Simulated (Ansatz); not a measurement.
# C2H6FNZn: the cost of one run

Method: the settings change from run to run; program: Ansatz 0.2.0, Gaussian basis.

## (1) The relaxed structure

The geometry comes from an earlier relaxation with PBE0-D4 in a triple-zeta def2 set; it is a stationary point, not always the lowest conformer.

SMILES `C[N](C)[Zn][F]`, 11 atoms, charge 0, spin multiplicity 1.

Atoms are counted from 1 here; the program's logs count them from 0.

Bond lengths: C1–N2 1.439 Å, C1–H6 1.102 Å, C1–H7 1.101 Å, C1–H8 1.093 Å, N2–C3 1.439 Å, N2–Zn4 1.793 Å, C3–H9 1.102 Å, C3–H10 1.093 Å, C3–H11 1.101 Å, Zn4–F5 1.745 Å. Angles: N2–C1–H6 112.2°, N2–C1–H7 111.2°, N2–C1–H8 111.6°, H6–C1–H7 107.0°, H6–C1–H8 107.4°, H7–C1–H8 107.2°, C1–N2–C3 112.8°, C1–N2–Zn4 123.3°, C3–N2–Zn4 123.3°, N2–C3–H9 112.2°, N2–C3–H10 111.6°, N2–C3–H11 111.2°, H9–C3–H10 107.4°, H9–C3–H11 107.0°, H10–C3–H11 107.2°, N2–Zn4–F5 178.4°.

## (2) HSE06/def2-TZVPD

Set apart from the defaults: a grid of angular degree 47.

The input, in.yaml:

```yaml
crystal:
  periodic: [false, false, false]
  atoms:
    - {symbol: C, position_ang: [-1.136718, -0.536641, 0.425656]}
    - {symbol: N, position_ang: [-0.018868, 0.152386, -0.161788]}
    - {symbol: C, position_ang: [1.237117, -0.496565, 0.104289]}
    - {symbol: Zn, position_ang: [-0.149959, 1.767621, -0.928625]}
    - {symbol: F, position_ang: [-0.282931, 3.318568, -1.717297]}
    - {symbol: H, position_ang: [-1.054978, -0.604929, 1.522511]}
    - {symbol: H, position_ang: [-1.214864, -1.566846, 0.044485]}
    - {symbol: H, position_ang: [-2.081417, -0.036338, 0.199513]}
    - {symbol: H, position_ang: [1.452182, -0.562603, 1.183096]}
    - {symbol: H, position_ang: [2.070598, 0.033761, -0.362578]}
    - {symbol: H, position_ang: [1.245238, -1.525313, -0.288562]}
basis:
  gaussian: {orbitals: def2-TZVPD, final_grid: {core_spheres: 20, valence_spheres: 16, degree: 47}}
hamiltonian: {xc: {name: HSE06}}
```

Launch:

```sh
$ ansatz run in.yaml --threads 4 --pin off --events-out ev --progress --plain --max-ram 11315MiB
```

**Question.** How long does this run take on 4 threads of Arm Neoverse V1, shared host, and how much memory does it need?

About 8 s, with a peak of 0.66 GiB.
